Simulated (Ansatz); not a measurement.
**C₂H₅BClF: up Jacob's ladder to CCSD(T)**

An exercise on one series of results from a longer session: the logs are not shown, and one member is left open.

Method: functionals in def2-TZVPP, the program's frozen cores in correlated methods; program: Ansatz 0.2.0, Gaussian basis.

Plan: LDA (SPW92), PBE-D4, revPBE-D4, BLYP-D4, r2SCAN-D4, B97M-V, PBE0-D4, B3LYP-D4, r2SCANh-D4, r2SCAN0-D4, HSE06-D4, BHLYP-D4, CAM-B3LYP-D4, LC-ωPBE, ωB97X-V, ωB97M-V, B2PLYP, PBE-QIDH; CCSD(T)/def2-SVP; CCSD(T)/def2-TZVPP; MP2/def2-QZVPP; extrapolation to the limit; RPA on PBE.

### The relaxed structure

The geometry comes from an earlier relaxation with PBE0-D4 in a triple-zeta def2 set; it is a stationary point, not always the lowest conformer.

10 atoms, charge 0, spin multiplicity 1.

Atoms are counted from 1 here; the program's logs count them from 0.

Bond lengths: C1–C2 1.524 Å, C1–H6 1.092 Å, C1–H7 1.092 Å, C1–H8 1.092 Å, C2–B3 1.557 Å, C2–H9 1.098 Å, C2–H10 1.098 Å, B3–F4 1.319 Å, B3–Cl5 1.761 Å. Angles: C2–C1–H6 111.4°, C2–C1–H7 111.4°, C2–C1–H8 111.3°, H6–C1–H7 107.2°, H6–C1–H8 107.7°, H7–C1–H8 107.7°, C1–C2–B3 115.5°, C1–C2–H9 111.1°, C1–C2–H10 111.1°, B3–C2–H9 107.3°, B3–C2–H10 107.4°, H9–C2–H10 103.7°, C2–B3–F4 122.0°, C2–B3–Cl5 121.6°, F4–B3–Cl5 116.4°.

Geometry (Å):

```xyz
10

C    -0.8338    0.2666    0.8967
C     0.3268    0.4494   -0.0733
B     0.6587   -0.7840   -0.9631
F    -0.0245   -1.9097   -0.8814
Cl    1.9714   -0.7489   -2.1368
H    -1.7602    0.0309    0.3689
H    -0.6438   -0.5514    1.5948
H    -1.0066    1.1708    1.4836
H     0.1490    1.2989   -0.7453
H     1.2459    0.7263    0.4589
```

Set-up of the first run:

The input, in.yaml:

```yaml
crystal:
  periodic: [false, false, false]
  atoms:
    - {symbol: C, position_ang: [-0.833784, 0.266560, 0.896720]}
    - {symbol: C, position_ang: [0.326796, 0.449410, -0.073263]}
    - {symbol: B, position_ang: [0.658749, -0.783976, -0.963098]}
    - {symbol: F, position_ang: [-0.024531, -1.909690, -0.881368]}
    - {symbol: Cl, position_ang: [1.971436, -0.748938, -2.136817]}
    - {symbol: H, position_ang: [-1.760211, 0.030869, 0.368869]}
    - {symbol: H, position_ang: [-0.643816, -0.551399, 1.594797]}
    - {symbol: H, position_ang: [-1.006583, 1.170809, 1.483595]}
    - {symbol: H, position_ang: [0.149014, 1.298898, -0.745260]}
    - {symbol: H, position_ang: [1.245931, 0.726257, 0.458926]}
basis:
  gaussian: {orbitals: def2-TZVPP}
hamiltonian: {xc: lda}
output: {orbitals: {seedname: orbitals}}
```

Among the steps run: LDA; PBE-D4 (GGA); revPBE-D4 (GGA); BLYP-D4 (GGA); r2SCAN-D4 (meta-GGA); B97M-V (meta-GGA); PBE0-D4 (hybrid); B3LYP-D4 (hybrid); r2SCANh-D4 (hybrid); r2SCAN0-D4 (hybrid); HSE06-D4 (hybrid); BHLYP-D4 (hybrid); CAM-B3LYP-D4 (range-separated); LC-ωPBE-D4 (range-separated; the results give it without D4); ωB97X-V (range-separated); ωB97M-V (range-separated); B2PLYP (double hybrid); PBE-QIDH (double hybrid).

One of the session's tables, all rows but one given; the rest of the session is left out.

It belongs to the step «Orbital energies across the functionals». 

```
  functional  HOMO (eV)  gap (eV)
 LDA (SPW92)      -7.69      5.94
      PBE-D4      -7.56      6.10
   revPBE-D4      -7.50      6.16
     BLYP-D4      -7.43      6.11
   r2SCAN-D4      -7.89      6.81
      B97M-V      -8.00      6.99
     PBE0-D4      -8.99      8.55
    B3LYP-D4      -8.74      8.07
  r2SCANh-D4      -8.41      7.69
  r2SCAN0-D4      -9.20      9.00
    HSE06-D4      -8.58      7.76
    BHLYP-D4     -10.31     10.98
CAM-B3LYP-D4          ?         ?
     LC-ωPBE     -11.80     13.75
     ωB97X-V     -11.43     13.29
     ωB97M-V     -11.27     12.93
```

Estimate the missing values for CAM-B3LYP-D4.

The run gave: HOMO (eV): -10.41; gap (eV): 11.12. In the column «HOMO (eV)» it lies between ωB97M-V (-11.27) and BHLYP-D4 (-10.31).
